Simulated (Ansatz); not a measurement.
# AlGeH5NF: small, medium and large basis sets

Aim: see how fast density functionals converge with the basis set for AlGeH5NF.

Method: one geometry, several basis sets; program: Ansatz 0.2.0, Gaussian basis.

The runs, in order: PBE0-D4/def2-SVP; ωB97M-V/def2-SVP; PBE0-D4/def2-QZVPP; ωB97M-V/def2-QZVPP; the functionals' def2-TZVPP values are taken from earlier runs.

### 1 The relaxed structure

An earlier PBE0-D4/def2-TZVP relaxation fixed the geometry.

9 atoms, charge 0, spin multiplicity 1.

Atoms are counted from 1 here; the program's logs count them from 0.

Bond lengths: N1–Al2 1.760 Å, N1–H5 1.008 Å, N1–H6 1.007 Å, Al2–Ge3 2.486 Å, Al2–H7 1.582 Å, Ge3–F4 1.765 Å, Ge3–H8 1.545 Å, Ge3–H9 1.545 Å. Angles: Al2–N1–H5 122.8°, Al2–N1–H6 126.5°, H5–N1–H6 110.6°, N1–Al2–Ge3 112.4°, N1–Al2–H7 121.0°, Ge3–Al2–H7 126.6°, Al2–Ge3–F4 103.7°, Al2–Ge3–H8 117.8°, Al2–Ge3–H9 117.8°, F4–Ge3–H8 104.3°, F4–Ge3–H9 104.4°, H8–Ge3–H9 107.0°.

Coordinates:

```csv
atom,x (Å),y (Å),z (Å)
N1,-0.5889,1.1844,-1.3815
Al2,0.7822,0.6795,-0.3995
Ge3,0.1921,-1.1454,1.1819
F4,-1.5178,-1.4417,0.8601
H5,-1.5037,0.7682,-1.2981
H6,-0.5887,1.9034,-2.0868
H7,2.2001,1.3622,-0.5660
H8,0.2488,-0.8349,2.6946
H9,0.8643,-2.5218,0.9782
```

### 2 PBE0-D4 in def2-SVP

in.yaml

```yaml
crystal:
  periodic: [false, false, false]
  atoms:
    - {symbol: N, position_ang: [-0.588869, 1.184396, -1.381471]}
    - {symbol: Al, position_ang: [0.782177, 0.679504, -0.399457]}
    - {symbol: Ge, position_ang: [0.192071, -1.145409, 1.181912]}
    - {symbol: F, position_ang: [-1.517779, -1.441744, 0.860072]}
    - {symbol: H, position_ang: [-1.503651, 0.768200, -1.298095]}
    - {symbol: H, position_ang: [-0.588740, 1.903368, -2.086843]}
    - {symbol: H, position_ang: [2.200085, 1.362213, -0.566016]}
    - {symbol: H, position_ang: [0.248780, -0.834919, 2.694636]}
    - {symbol: H, position_ang: [0.864325, -2.521810, 0.978163]}
basis:
  gaussian: {orbitals: def2-SVP}
hamiltonian: {xc: pbe0, dispersion: d4}
output: {orbitals: {seedname: orbitals}}
```

Launch:

```console
> ansatz run in.yaml --threads 4 --pin off --events-out ev --progress --plain --max-ram 10444MiB
```

Further steps of the session: ωB97M-V in def2-SVP; PBE0-D4 in def2-QZVPP; ωB97M-V in def2-QZVPP.

**Question.** What will the summary of the whole plan be? Wanted: PBE0-D4: double and triple zeta above quadruple; ωB97M-V: double and triple zeta above quadruple.

The runs gave:

```
                                       quantity           value
PBE0-D4: double and triple zeta above quadruple  16.55, 1.70 eV
ωB97M-V: double and triple zeta above quadruple  16.64, 1.65 eV
```

**Reading.** For PBE0-D4 the step from double to triple zeta gains 14.86 eV and the next only 1.70 eV. These are total energies; as a rule much of such shifts cancels in differences, which this series doesn't test.
